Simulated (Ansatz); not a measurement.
# V2O5: the cost of one run

Computed with Ansatz 0.2.0 (DFT PBEsol, scalar-relativistic, plane waves, PAW, unless a step's input says otherwise).

**1. The starting structure**

It takes space group C2/m (No. 12, monoclinic). The conventional cell has a = 15.445 Å, b = 3.564 Å, c = 10.160 Å, α = 90.00°, β = 110.65°, γ = 90.00°. V (site symmetry m) is surrounded by 5 O at 1.58 to 2.17 Å. Around V (site symmetry m) lie 5 O at 1.56 to 2.00 Å. Around V (site symmetry m) lie 5 O at 1.56 to 2.03 Å. Around O (site symmetry m) lie 2 V at 1.86 Å. Around O (site symmetry m) lie 1 V at 1.58 Å. O (site symmetry m) has 3 V at 1.87 to 2.00 Å in its first shell of neighbours. O (site symmetry m) has 3 V at 1.87 to 2.03 Å in its first shell of neighbours. Around O (site symmetry m) lie 3 V at 1.84 to 2.17 Å. Only part of the 11 independent sites is listed.

Structure file:

```
CELL_PARAMETERS angstrom
7.72256 -1.78210 0.01837
7.72256 1.78210 0.01837
-3.60491 0.00000 9.49895
ATOMIC_POSITIONS crystal
V 0.11751 0.11751 0.11366
V 0.88249 0.88249 0.88634
V 0.28923 0.28923 0.41255
V 0.33891 0.33891 0.11039
V 0.66109 0.66109 0.88961
V 0.71077 0.71077 0.58745
O 0.18301 0.18301 0.94425
O 0.11309 0.11309 0.26710
O 0.24433 0.24433 0.57443
O 0.36363 0.36363 0.92657
O 0.26633 0.26633 0.22217
O 0.39690 0.39690 0.47670
O 0.43964 0.43964 0.22060
O 0.56036 0.56036 0.77940
O 0.00000 0.00000 0.00000
O 0.60310 0.60310 0.52330
O 0.73367 0.73367 0.77783
O 0.63637 0.63637 0.07343
O 0.75567 0.75567 0.42557
O 0.88691 0.88691 0.73290
O 0.81699 0.81699 0.05575
```

It goes back to an entry of the Materials Project, which need not be the stable form.

It is the result of an earlier relaxation at this level (volume 12.46 Å³/atom; gap on the mesh: 1.49 eV).

**2. Static run: bands, density of states and charges**

input.yaml

```yaml
crystal:
  lattice:
    - [7.7225608628, -1.7820968049, 0.0183692802]
    - [7.7225608628, 1.7820968049, 0.0183692802]
    - [-3.6049130694, 0.0, 9.4989526815]
  atoms:
    - { symbol: V, position: [0.1175100752, 0.1175100752, 0.1136634564] }
    - { symbol: V, position: [0.8824899248, 0.8824899248, 0.8863365436] }
    - { symbol: V, position: [0.2892329323, 0.2892329323, 0.4125518801] }
    - { symbol: V, position: [0.3389057369, 0.3389057369, 0.1103896864] }
    - { symbol: V, position: [0.6610942631, 0.6610942631, 0.8896103136] }
    - { symbol: V, position: [0.7107670677, 0.7107670677, 0.5874481199] }
    - { symbol: O, position: [0.1830103388, 0.1830103388, 0.944245473] }
    - { symbol: O, position: [0.1130859739, 0.1130859739, 0.2671011172] }
    - { symbol: O, position: [0.2443338822, 0.2443338822, 0.5744346611] }
    - { symbol: O, position: [0.3636295696, 0.3636295696, 0.9265652383] }
    - { symbol: O, position: [0.2663259364, 0.2663259364, 0.2221689993] }
    - { symbol: O, position: [0.3968971375, 0.3968971375, 0.4767009504] }
    - { symbol: O, position: [0.4396410013, 0.4396410013, 0.2205986524] }
    - { symbol: O, position: [0.5603589987, 0.5603589987, 0.7794013476] }
    - { symbol: O, position: [0.0, 0.0, 0.0] }
    - { symbol: O, position: [0.6031028625, 0.6031028625, 0.5232990496] }
    - { symbol: O, position: [0.7336740636, 0.7336740636, 0.7778310007] }
    - { symbol: O, position: [0.6363704304, 0.6363704304, 0.0734347617] }
    - { symbol: O, position: [0.7556661178, 0.7556661178, 0.4255653389] }
    - { symbol: O, position: [0.8869140261, 0.8869140261, 0.7328988828] }
    - { symbol: O, position: [0.8169896612, 0.8169896612, 0.055754527] }
basis:
  ecutwfc: 420
kpoints:
  mp_grid: { grid: [8, 8, 4] }
  band_path:
    path:
      - [[0.0, 0.0, 0.0], [-0.26520309, 0.26520309, 0.0]]
      - [[-0.73479691, -0.26520309, 0.0], [-0.5, -0.5, 0.0], [0.0, 0.0, 0.0], [-0.5, -0.5, 0.5], [-0.74294584, -0.25705416, 0.5]]
      - [[-0.25705416, 0.25705416, 0.5], [0.0, 0.0, 0.5], [0.0, 0.0, 0.0]]
      - [[-0.5, 0.0, 0.5], [0.0, 0.0, 0.0], [-0.5, 0.0, 0.0]]
    npoints: 10
hamiltonian:
  xc: pbesol
scf:
  occupations: { method: gaussian, width: 0.02 }
  n_extra_bands: 52
output:
  forces: true
  stress: true
  eigenvalues: true
  populations: true
  dos: { projected: true, de: 0.02, nscf_kmesh: { grid: [12, 12, 6] } }
  bader: false
  write_density: true
  write_potential: true
  elf: true
  volumetric_format: npy
```

On the command line:

```sh
> ansatz run input.yaml --threads 4 --pin off --max-ram 10240MiB --backend cpu --events-out ev --progress --plain --runs-dir out
```

**Question.** How long does this run take on 4 threads of Intel Xeon Platinum 8488C (Sapphire Rapids), shared host, and how much memory does it need?

About 2.7 min, with a peak of 4.6 GiB.
